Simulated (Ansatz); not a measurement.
# BPd4 (Pmm2) in Ansatz: a series of runs, part 2 of 2

Ansatz 0.2.0. Earlier steps stand in the parts before.

## Step 4: Relaxation of cell and atoms, PBE

Contents of input.yaml:

```yaml
crystal:
  lattice:
    - [2.8920299704, 0.0, 0.0]
    - [0.0, 4.3650077954, 0.0]
    - [0.0, 0.0, 5.856315]
  atoms:
    - { symbol: Pd, position: [0.5, 0.0, 0.197578] }
    - { symbol: Pd, position: [0.0, 0.0, 0.61947] }
    - { symbol: Pd, position: [0.0, 0.5, 0.329164] }
    - { symbol: Pd, position: [0.5, 0.5, 0.867561] }
    - { symbol: B, position: [0.5, 0.0, 0.863227] }
hamiltonian:
  xc: pbe
  pseudopotentials: { kind: paw }
kpoints:
  mp_grid: { grid: [9, 6, 5] }
scf:
  occupations: { method: fermi_dirac, width: 0.05 }
output:
  forces: true
  stress: true
  eigenvalues: true
  write_density: true
  write_potential: true
  elf: true
  volumetric_format: npy
relax:
  f_tol: 0.01
  max_steps: 40
  cell: { stress_tol: 0.05 }
```

Potentials or basis: Ansatz PAW.

Run with:

```bash
$ ansatz run input.yaml --threads 2 --pin off --max-ram 5632MiB --backend cpu --events-out ev --progress --plain --runs-dir out
```

What it wrote:

```text
Warning: RAYON_NUM_THREADS=2 ignored (pool sized by the plan → 2); use --threads N
Engine: ansatz 0.2.0, aarch64-unknown-linux-gnu
Pseudopotentials: kind: paw
Pseudopotential: Pd, paw, valence charge 18, recommended cutoff 420 eV (normal), Pd.paw.azcp
Pseudopotential: B, paw, valence charge 3, recommended cutoff 420 eV (normal), B.paw.azcp
Functional definition: PBE
  parameter kappa = 0.804
  parameter beta = 0.06672455060314922
  exchange = pbe_x(kappa = kappa, mu = beta*pi^2/3)
  correlation = pbe_c(beta = beta)
Crystal: 5 atoms, lattice volume = 73.929 Å³
Basis set: ecut = 420 eV, 1429 PW (Γ), exchange–correlation on 40×60×80 points (8 copies of the dense FFT grid, shifted against one another)
Bands: 45, of which v1, the nominal top of the filled ones, is band 38 counted from 1 (37 counted from 0)
Symmetry: 4 space group operations
Space group: Pmm2 (ITA 25), of the structure as read, at distance tolerance 4.2e-5 Å
k-points: 60 of 270 (time reversal used)
Non-local potential: Pd, projectors of the file, l = 0: 2, l = 1: 2, l = 2: 2, l = 3: 1
Non-local potential: B, projectors of the file, l = 0: 2, l = 1: 2, l = 2: 1
PAW form: soft (Blöchl's): semilocal exchange-correlation on the pseudo side does not see the compensation charge
PAW one-centre angular grid: Pd, 590 points (default); XC on 64 Gauss nodes
PAW one-centre angular grid: B, 110 points (default); XC on 64 Gauss nodes
Initial density: superposition of atomic densities (neutral atoms: chi_scale 0, normalization atom), corrected by the library's trained network
Initial wavefunctions: pseudopotential atomic-orbital guess
Functional: x = pbe(κ = 0.804, μ = 0.2195149727645171), c = pbe(β = 0.06672455060314922)
SCF iter   1: F=—  HF=-28047.307976 eV  |F-HF|=—  |Δ(HF+E_count)|=         —  Δρ=7.26e-3  dr2=2.94e-2  ethr=1.77e-3  ⟨swp⟩=6.1  Hψ=10197  notcnv=0  defer=12
preconditioner: auto → Kerker (q_TF=auto, 2.735 Å⁻¹)  [metal: Δε(μ)=0.004 eV  Ē_g=7.632 eV  σ=0.050 eV  W_gap=0.02  n_scr=24 (ndim 8)  ℏωp=28.3 eV  f_vac=0.000  D(μ)=3.13/eV (n_scr^D=24)]
SCF iter   2: F=—  HF=-28047.306279 eV  |F-HF|=—  |Δ(HF+E_count)|=   1.70e-3  Δρ=3.64e-3  dr2=9.80e-3  ethr=3.92e-5  ⟨swp⟩=1.0  Hψ=3183  notcnv=0  defer=20
SCF iter   3: F=—  HF=-28047.305549 eV  |F-HF|=—  |Δ(HF+E_count)|=   7.30e-4  Δρ=5.78e-4  dr2=8.98e-4  ethr=1.31e-5  ⟨swp⟩=1.0  Hψ=2607  notcnv=0  defer=20
SCF iter   4: F=—  HF=-28047.305438 eV  |F-HF|=—  |Δ(HF+E_count)|=   1.11e-4  Δρ=2.03e-4  dr2=6.30e-5  ethr=1.20e-6  ⟨swp⟩=1.1  Hψ=2620  notcnv=0  defer=20
SCF iter   5: F=—  HF=-28047.305405 eV  |F-HF|=—  |Δ(HF+E_count)|=   3.33e-5  Δρ=5.88e-5  dr2=4.62e-6  ethr=8.41e-8  ⟨swp⟩=2.2  Hψ=3984  notcnv=0  defer=20
SCF iter   6: F=—  HF=-28047.305405 eV  |F-HF|=—  |Δ(HF+E_count)|=   8.19e-8  Δρ=1.43e-5  dr2=1.47e-7  ethr=6.15e-9  ⟨swp⟩=2.2  Hψ=3808  notcnv=0  defer=20
SCF iter   7: F=-28047.305405 eV  HF=-28047.305405 eV  |F-HF|=2.22e-8  |Δ(HF+E_count)|=   1.94e-9  Δρ=5.19e-6  dr2=3.06e-8  ethr=1.33e-10  ⟨swp⟩=11.2  Hψ=15917  notcnv=0
SCF 1 converged in 7 iterations: F = -28047.305405 eV  dr2 = 3.06e-8
relax step   1: F+E_penalty+E_count = -28047.30540502 eV  Δ(F+E_penalty+E_count) = +0.000e0 eV  max|allowed force component| = 2.707e-1 eV/Å  Δτ_max = 0.0000 Å  P = -1.215 GPa  Ω = 73.929 Å³  (7 SCF iters, dr2 threshold 1.00e-7 eV, accepted)
Crystal: 5 atoms, lattice volume = 73.161 Å³
[... 86 lines left out ...]
iter 8 did not close the SCF: its close was put off for the readings that it lacked (scf_convergence_deferred on its scf_iter line)
SCF iter   8: F=-28047.315499 eV  HF=-28047.315499 eV  |F-HF|=1.09e-11  |Δ(HF+E_count)|=  7.28e-12  Δρ=2.61e-9  dr2=5.48e-15  ethr=1.00e-12  ⟨swp⟩=1.0  Hψ=2700  notcnv=0
SCF iter   9: F=-28047.315499 eV  HF=-28047.315499 eV  |F-HF|=0.00e0  |Δ(HF+E_count)|=  7.28e-12  Δρ=8.67e-10  dr2=6.08e-16  ethr=1.00e-12  ⟨swp⟩=2.0  Hψ=6961  notcnv=0
SCF 8 converged in 9 iterations: F = -28047.315499 eV  dr2 = 6.08e-16
relax step   8: F+E_penalty+E_count = -28047.31549854 eV  Δ(F+E_penalty+E_count) = +3.059e-4 eV  max|allowed force component| = 6.034e-4 eV/Å  Δτ_max = 0.0000 Å  P = +0.005 GPa  Ω = 73.358 Å³  stress off target by 1.31e-2 GPa  SCF on the basis re-selected at this cell (its energy is not comparable with the rows above)  (9 SCF iters)
basis re-selected at this cell: Δ(F+E_penalty+E_count) = +3.059e-4 eV, ΔP = +0.003 GPa vs the last step (what re-selecting the basis moved, of the pressure what is left beyond the Pulay correction that the steps carried, after the strain that the cell walked since its last selection, with what the two solves' SCF thresholds leave and, on support functions, any second-order correction that the steps lacked; it is no measure of the basis error at this ecutwfc). This SCF's stress stands 1.31e-2 GPa from its target on what of the cell is left free (relax.cell.stress_tol is 5.00e-2 GPa) and its largest allowed force component is 6.03e-4 eV/Å (relax.f_tol is 1.00e-2 eV/Å): within both
SCF converged after 9 iterations
Free energy (F): -28047.315499 eV
Harris-Foulkes:  -28047.315499 eV  (|F-HF|=0.00e0)
Internal energy: -28047.292719 eV  (E = F + TS)
E sigma→0 (E₀):  -28047.304109 eV
Entropy (-TS):   -0.022779 eV (-4.556 meV/atom)
Fermi energy:    16.517205 eV
--- Per-component energies (eV) ---
  E_band       = -761.053515
  E_kinetic    = 2100.261597
  E_local      = -8191.757650  (includes V_loc(G=0)·N_el)
  E_nonlocal   = 881.405136
  E_hartree    = 3326.914193
  E_xc         = -705.380590
  E_vxc        = -882.645175  (∫ρ·V_xc dr)
  E_paw        = -15080.465538  (= ΣΔE_a)
  E_vpaw       = -1322.146633  (= ΣTr[D̂ρ^β])
  E_aug_tail   = 0.000825  (compensation charges beyond the density's cutoff)
  E_ewald      = -10378.270691
  E_smearing   = -0.022779  (= −TS)
  E_closure    = -0.000000  (closes the sum)
  Σ components = -28047.315499   (vs F -28047.315499, Δ=0.00e0)
--- Forces (eV/Å), atoms counted from 1 ---
  atom   1  Pd     0.00000000     0.00000000     0.00028828
  atom   2  Pd     0.00000000     0.00000000    -0.00060343
  atom   3  Pd     0.00000000     0.00000000     0.00020494
  atom   4  Pd     0.00000000     0.00000000    -0.00028204
  atom   5  B      0.00000000     0.00000000     0.00039222
  max |Σ_I F_I| component: 2.75e-8 eV/Å
--- Stress (GPa, compression-positive) ---
        0.001159       0.000000       0.000000
        0.000000       0.001955       0.000000
        0.000000       0.000000       0.013117
  P = ⅓ Tr σ = 0.0054 GPa (0.054 kbar)
--- Band table (eV; the first three rows and the last of 60) ---
  k-point 0: bands = ["-68.1863", "-67.9170", "-67.4916", "-67.1069", "-34.0877", "-33.9418", "-33.9187", "-33.7350", "-33.5683", "-33.4865", "-33.4156", "-33.0966", "-33.0111", "-32.8866", "-32.7771", "-32.7626", "7.0038", "11.0587", "11.1599", "11.9434", "11.9748", "12.5099", "12.7664", "12.9283", "13.3149", "13.4583", "13.7496", "14.1734", "14.4106", "14.4815", "14.5201", "14.7404", "14.9704", "15.1404", "15.2863", "15.8592", "16.0093", "16.1987", "16.5397", "16.9185", "21.9212", "22.0022", "22.5474", "22.8265", "25.1706"]
  k-point 1: bands = ["-68.1863", "-67.9170", "-67.4916", "-67.1069", "-34.0866", "-33.9429", "-33.9187", "-33.7341", "-33.5713", "-33.4844", "-33.4156", "-33.0961", "-33.0111", "-32.8866", "-32.7771", "-32.7632", "7.0973", "10.8118", "11.2395", "11.9573", "12.0402", "12.4582", "12.8511", "12.8682", "13.0904", "13.5099", "13.7831", "14.1325", "14.2888", "14.4427", "14.5717", "14.6265", "15.1000", "15.1599", "15.1882", "15.3374", "15.9259", "16.5328", "17.1037", "17.3546", "21.8025", "22.0625", "22.1332", "23.1035", "25.2781"]
  k-point 2: bands = ["-68.1863", "-67.9170", "-67.4916", "-67.1069", "-34.0848", "-33.9448", "-33.9187", "-33.7325", "-33.5759", "-33.4814", "-33.4157", "-33.0952", "-33.0110", "-32.8867", "-32.7771", "-32.7641", "7.2718", "10.3850", "11.3495", "12.0494", "12.2896", "12.3567", "12.6697", "12.8617", "13.0213", "13.5149", "13.8532", "14.0474", "14.1151", "14.3130", "14.3807", "14.6572", "14.7829", "15.1911", "15.2512", "15.4091", "15.7676", "16.5212", "18.0490", "18.1873", "21.2205", "21.6085", "22.4862", "23.5020", "24.6924"]
  k-point 59: bands = ["-68.1750", "-67.9063", "-67.4816", "-67.0970", "-34.0769", "-34.0581", "-33.9432", "-33.7118", "-33.5616", "-33.5291", "-33.4971", "-33.1465", "-33.0792", "-32.9016", "-32.8901", "-32.7495", "9.1328", "10.6304", "10.9628", "11.8216", "12.0419", "12.5259", "12.9600", "13.1349", "13.2105", "13.8116", "13.8296", "14.2076", "14.3199", "14.5968", "14.7547", "15.2114", "15.4998", "15.6625", "15.8423", "16.3111", "16.3616", "17.6917", "18.3695", "18.8804", "19.1612", "20.6453", "21.2664", "23.5248", "25.2912"]
--- Relaxed structure (7 steps of the walk, 7 accepted, 1 SCFs on fresh bases) ---
  F+E_penalty+E_count = -28047.31549854 eV   max|allowed force component| = 6.034e-4 eV/Å   (the final SCF, on the basis selected at the relaxed cell)
  cell:  # Å, volume = 73.3583 Å³
    - [2.8585186731480388, 0.0, 0.0]
    - [0.0, 4.363561336690845, 0.0]
    - [0.0, 0.0, 5.881212340348561]
  atoms:
    - { symbol: Pd, position: [0.5, 0.0, 0.1907705915006222] }
    - { symbol: Pd, position: [0.0, 0.0, 0.6159520345966619] }
    - { symbol: Pd, position: [0.0, 0.5, 0.3337268101971122] }
    - { symbol: Pd, position: [0.5, 0.5, 0.876893467648799] }
    - { symbol: B, position: [0.5, 0.0, 0.8596570960568045] }
```

rho_z.tsv:

```text
# z_ang	rho[e/angstrom^3]
# format = ansatz-planar-average/11
# lattice	2.858518673	0.000000000	0.000000000
# lattice	0.000000000	4.363561337	0.000000000
# lattice	0.000000000	0.000000000	5.881212340
# sites	5
# site	46	1.429259337	0.000000000	1.121962357
# site	46	0.000000000	0.000000000	3.622544707
# site	46	0.000000000	2.181780668	1.962718234
# site	46	1.429259337	2.181780668	5.157196683
# site	5	1.429259337	0.000000000	5.055825922
0.000000	4.186538e-1
0.147030	3.241935e-1
0.294061	3.235706e-1
0.441091	4.237359e-1
0.588121	6.474822e-1
0.735152	9.556236e-1
[... 32 lines left out ...]
5.587152	9.375514e-1
5.734182	6.322087e-1
```

Wall time 90 s (2 threads of Arm Neoverse V1, shared host); peak memory 0.42 GiB.

What came out:

```yaml
Free_energy: -28047.3155 eV
Relaxed_volume: 14.67 Å³/atom
Relaxed_cell: a = 2.859 Å, b = 4.364 Å, c = 5.881 Å, α = 90.00°, β = 90.00°, γ = 90.00°
Space_group_after_relaxing_to_0.05_Å: Pmm2 (No. 25)
Energy_gained_by_relaxing: 2.0 meV/atom
Ionic_steps: 8
Pressure_after_relaxing: 0.0 GPa
Band_gap_on_the_k_mesh: none (metal or under the smearing width)
```

Step by step:
```tsv
step	energy change (eV)	largest force (eV/Å)	volume (Å³)
1	0.0000	0.2708	73.93
2	-0.0073	0.1538	73.16
3	-0.0101	0.0333	73.25
4	-0.0103	0.0330	73.33
5	-0.0104	0.0184	73.37
6	-0.0104	0.0143	73.36
7	-0.0104	0.0005	73.36
8	-0.0101	0.0006	73.36
```

Final structure:
```
Pd B
1.0
     2.85852    0.00000    0.00000
     0.00000    4.36356    0.00000
     0.00000    0.00000    5.88121
Pd B
4 1
Direct
  0.50000 0.00000 0.19077
  0.00000 0.00000 0.61595
  0.00000 0.50000 0.33373
  0.50000 0.50000 0.87689
  0.50000 0.00000 0.85966
```

Caveat: the plane-wave basis is chosen anew once the cell has moved, so the energies of steps on either side of that aren't comparable.

## Step 5: Overview

| level | cutoff (eV) | gap on the mesh (eV) | pressure (GPa) | relaxed volume (Å³/atom) |
| --- | --- | --- | --- | --- |
| LDA | 420 | none | 0.0 | 13.60 |
| r2SCAN | 500 | none | 0.0 | 14.35 |
| PBE | 420 | none | 0.0 | 14.67 |

Alike in all rows: task relaxation of cell and atoms; potentials or basis Ansatz PAW; no spin polarisation; cell relaxed; k mesh 9 × 6 × 5; smearing fermi-dirac 0.05 eV.

Caveats: the plane-wave basis is chosen anew once the cell has moved, so the energies of steps on either side of that aren't comparable; the PAW data sets come from PBE, with cores solved anew for the run's functional, which leaves a small shift of forces and pressure (some runs).

Absolute energies hang on the potentials; compare differences alone.
